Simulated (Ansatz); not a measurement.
**CH8OSi3: one species, many methods**

Aim: compute CH8OSi3 with functionals from several rungs and with coupled cluster. The yardstick is the atomisation energy at the CCSD(T) limit.

Program: Ansatz 0.2.0, Gaussian basis. Level of theory: functionals in def2-TZVPP, the program's frozen cores in correlated methods. These are calculated values, not measurements.

Levels to be run: PBE-D4, r2SCAN-D4, PBE0-D4, B3LYP-D4, ωB97X-V, ωB97M-V, B2PLYP; CCSD(T)/def2-TZVPP; MP2/def2-QZVPP; extrapolation to the limit.

**1. The geometry**

An earlier PBE0-D4 in a triple-zeta def2 set relaxation fixed the geometry.

13 atoms, charge 0, spin multiplicity 1.

Atoms are counted from 1 here; the program's logs count them from 0.

Bond lengths: Si1–Si2 2.334 Å, Si1–H6 1.488 Å, Si1–H7 1.488 Å, Si1–H8 1.489 Å, Si2–C3 1.936 Å, Si2–Si5 2.324 Å, Si2–H9 1.490 Å, C3–O4 1.443 Å, C3–H10 1.094 Å, C3–H11 1.094 Å, O4–Si5 1.673 Å, Si5–H12 1.490 Å, Si5–H13 1.489 Å. Angles: Si2–Si1–H6 110.3°, Si2–Si1–H7 109.0°, Si2–Si1–H8 111.3°, H6–Si1–H7 108.9°, H6–Si1–H8 108.6°, H7–Si1–H8 108.7°, Si1–Si2–C3 115.0°, Si1–Si2–Si5 119.2°, Si1–Si2–H9 111.3°, C3–Si2–Si5 71.3°, C3–Si2–H9 114.6°, Si5–Si2–H9 119.7°, Si2–C3–O4 101.3°, Si2–C3–H10 113.2°, Si2–C3–H11 114.8°, O4–C3–H10 109.9°, O4–C3–H11 109.3°, H10–C3–H11 108.1° and more.

**2. PBE-D4 (GGA)**

Contents of in.yaml:

```yaml
crystal:
  periodic: [false, false, false]
  atoms:
    - {symbol: Si, position_ang: [-2.172546, 0.624647, -0.302643]}
    - {symbol: Si, position_ang: [-0.292785, -0.387319, 0.641110]}
    - {symbol: C, position_ang: [0.900903, -1.239637, -0.622933]}
    - {symbol: O, position_ang: [2.046380, -0.364490, -0.563605]}
    - {symbol: Si, position_ang: [1.732049, 0.754010, 0.640000]}
    - {symbol: H, position_ang: [-2.825554, 1.524985, 0.685155]}
    - {symbol: H, position_ang: [-1.749137, 1.428032, -1.480798]}
    - {symbol: H, position_ang: [-3.165157, -0.390230, -0.750400]}
    - {symbol: H, position_ang: [-0.663451, -1.233590, 1.810734]}
    - {symbol: H, position_ang: [1.189804, -2.253097, -0.327837]}
    - {symbol: H, position_ang: [0.528828, -1.278787, -1.650474]}
    - {symbol: H, position_ang: [2.662001, 0.628303, 1.797173]}
    - {symbol: H, position_ang: [1.828963, 2.152572, 0.139316]}
basis:
  gaussian: {orbitals: def2-TZVPP}
hamiltonian: {xc: pbe, dispersion: d4}
output: {forces: true, orbitals: {seedname: orbitals}}
```

Command:

```bash
$ ansatz run in.yaml --threads 4 --pin off --events-out ev --progress --plain --max-ram 10444MiB
```

Further steps of the session: r2SCAN-D4 (meta-GGA); PBE0-D4 (hybrid); B3LYP-D4 (hybrid); ωB97X-V (range-separated); ωB97M-V (range-separated); B2PLYP (double hybrid); CCSD(T) in def2-TZVPP; MP2 in def2-QZVPP.

Before running them: what should the planned runs give, taken together? Wanted: atomisation energy, CCSD(T)/CBS; farthest; mean size of error, hybrid; mean size of error, range-separated; gap, smallest and largest; T1 diagnostic; triples share of the correlation energy.

As calculated:

```
                               quantity                                 value
        atomisation energy, CCSD(T)/CBS                         4296.0 kJ/mol
 functionals within 21.5 kJ/mol (0.5 %)  PBE-D4, r2SCAN-D4, B3LYP-D4, ωB97M-V
                               farthest                 B2PLYP (-73.9 kJ/mol)
             mean size of error, hybrid                           24.0 kJ/mol
    mean size of error, range-separated                           17.8 kJ/mol
              gap, smallest and largest  4.89 eV (PBE-D4), 11.10 eV (ωB97X-V)
                          T1 diagnostic                                0.0136
triples share of the correlation energy                                 3.9 %
```

PBE-D4 is off by +10.7 kJ/mol. Double hybrids carry the basis error of their MP2 part in triple zeta, and no dispersion term here, so their miss is partly the set-up's. The reference freezes the cores and leaves out relativity and excitations past (T), so misses under about 21.5 kJ/mol can't be ranked. Hartree-Fock recovers 73 % of the binding; the rest is correlation. Orbital gaps span 4.9 to 11.1 eV; exact exchange widens them.
